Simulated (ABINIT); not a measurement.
Input of an ABINIT 10.8.3 (patched build) run:

The input run.abi:

```
# Pseudopotentials
pp_dirpath "./"
pseudos "Sb.GGA_PBE-ansatz.xml, C.GGA_PBE-ansatz.xml"

# Structure
acell 3.4606795821 3.4606795821 3.4606795821 Angstrom
rprim
     0.0000000000     0.7071067812     0.7071067812
     0.7071067812     0.0000000000     0.7071067812
     0.7071067812     0.7071067812     0.0000000000
ntypat 2
znucl 51 6
natom 2
typat 1 2
chkprim 0
chksymtnons 0
tolsym 1.0e-6
xred
            0.0            0.0            0.0
            1/2            1/2            1/2

# Plane-wave basis
ecut 15.4
pawecutdg 30.8
pawxcdev 0
pawovlp -1
ecutsm 0.5

# k points
kptopt 1
ngkpt 7 7 7
nshiftk 1
shiftk 0.0 0.0 0.0

# Exchange and correlation
ixc 11
vdw_xc 6

# Bands and occupations
nband 14
occopt 3
tsmear 0.00183747

# SCF cycle
nstep 80
tolvrs 1.0e-10

# Output
iomode 3
prteig 0
prtebands 0
prtwf 0
prtden 0

# Relaxation
ionmov 2
optcell 2
ntime 50
tolmxf 2.0e-5
dilatmx 1.08
```

Potentials or basis: Ansatz PAW PBE default generated set, frozen core.

Launch:

```sh
$ abinit run.abi > log 2>&1
```

Q: What does it give for the relaxed cell?

A: a = 3.439 Å, b = 3.439 Å, c = 3.439 Å, α = 60.00°, β = 60.00°, γ = 60.00°.

Q: What does it give for the space group after relaxing (to 0.05 Å)?

A: Fm-3m (No. 225).

The path:
```csv
step,energy change (eV),largest force (eV/Å),pressure (GPa),volume (Å³)
1,0.0000,0.0000,-2.45,29.31
2,-0.0027,0.0000,-1.50,29.09
3,-0.0042,0.0000,0.05,28.75
4,-0.0042,0.0000,0.00,28.76
```

Caveat: pairwise dispersion overbinds metals, which lowers pressure and volume; the atomic spheres overlap. Spin-orbit coupling is left out, which matters for the levels of Sb.
